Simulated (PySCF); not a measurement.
# The bond of SiPb, level by level

What are the lowest state that PBE0 finds, the bond length, vibrational wavenumber and bond energy of SiPb, and how much do these hang on the method?

Program: PySCF 2.14.0. Level of theory: Si cc-pV(D+d)Z, Pb cc-pVDZ-PP with ECP60, scalar-relativistic core potentials. These are calculated values, not measurements.

## (1) Set-up

A driver script around PySCF takes these settings:

```json
{"atoms": "Si, Pb", "charge": "0", "basis": "Si cc-pV(D+d)Z, Pb cc-pVDZ-PP with ECP60", "Hamiltonian": "scalar-relativistic core potentials", "basis functions": "46", "electrons treated": "36", "masses in u": "27.9769, 207.9766", "levels": "PBE0, PBE, r²SCAN, PBEsol, r²SCAN0, M06-2X, ωB97X, HF, MP2, SCS-MP2, CCSD, CCSD(T)", "grid": "80 radial by 434 angular points", "occupations": "held fixed by the projection of orbital angular momentum", "dissociation limit": "Si + Pb, each in its ground configuration", "starting distance in angstrom": "2.510", "values of 2S to try": "0, 2, 4"}
```

Command:

```sh
$ OMP_NUM_THREADS=1 python dia.py task.json out
```

Further steps of the session: First curve: PBE0; Higher solutions at PBE0; PBE; r²SCAN; PBEsol (GGA); r²SCAN0 (hybrid meta-GGA); M06-2X; ωB97X; UHF (mean field); MP2 and coupled cluster.

What does the calculation give? Wanted: for each run, Re; ωe; De; μ.

The runs gave:

Lowest PBE0 solution found, without spin–orbit coupling: ³Σ⁻ (triplet), unpaired electrons π ↑↑. State 2 has its PBE0 minimum 0.19 eV higher, as a spin-mixed determinant (⟨S²⟩ = 1.01), so this is no gap between pure states. State 3 has its PBE0 minimum 0.24 eV higher. State 4 has its PBE0 minimum 0.43 eV higher, as a spin-mixed determinant (⟨S²⟩ = 1.01), so this is no gap between pure states. The other levels ran on the lowest alone.

```
      level  Re (Å)  ωe (cm⁻¹)  De (eV)  μ (D)
        UHF   2.554        357     0.84   1.69
    UHF-MP2   2.607        315     2.02    n/a
UHF-SCS-MP2   2.597        324     1.80    n/a
   UHF-CCSD   2.607        320     1.86    n/a
UHF-CCSD(T)   2.626        307     2.02    n/a
        PBE   2.636      298.7     2.80   1.51
     PBEsol   2.615        306     3.01   1.38
     r²SCAN   2.605        314     2.55   1.57
       PBE0   2.591        323     2.53   1.60
    r²SCAN0   2.574        332     2.36   1.52
     M06-2X   2.566        334     2.26   1.23
      ωB97X   2.547        352     2.45   1.86
```

De is counted to Si + Pb in their ground configurations. A positive dipole means Si(−)Pb(+).

In words: Bond lengths run from 2.547 Å (ωB97X) to 2.636 Å (PBE). Among the levels with a De in the table, it runs from 0.84 eV (UHF) to 3.01 eV (PBEsol).

Correlated steps freeze 9 core orbitals. These are scalar-relativistic numbers at best; spin–orbit coupling would shift them, the dissociation energy most. T1 is 0.014 near the minimum (highest on the curve 0.061), which may point to more than one leading configuration. At UHF the stretched side of the curve climbs above De, by a hump or because the determinant held fixed goes to a higher limit. With spin–orbit coupling the term label itself may not hold.
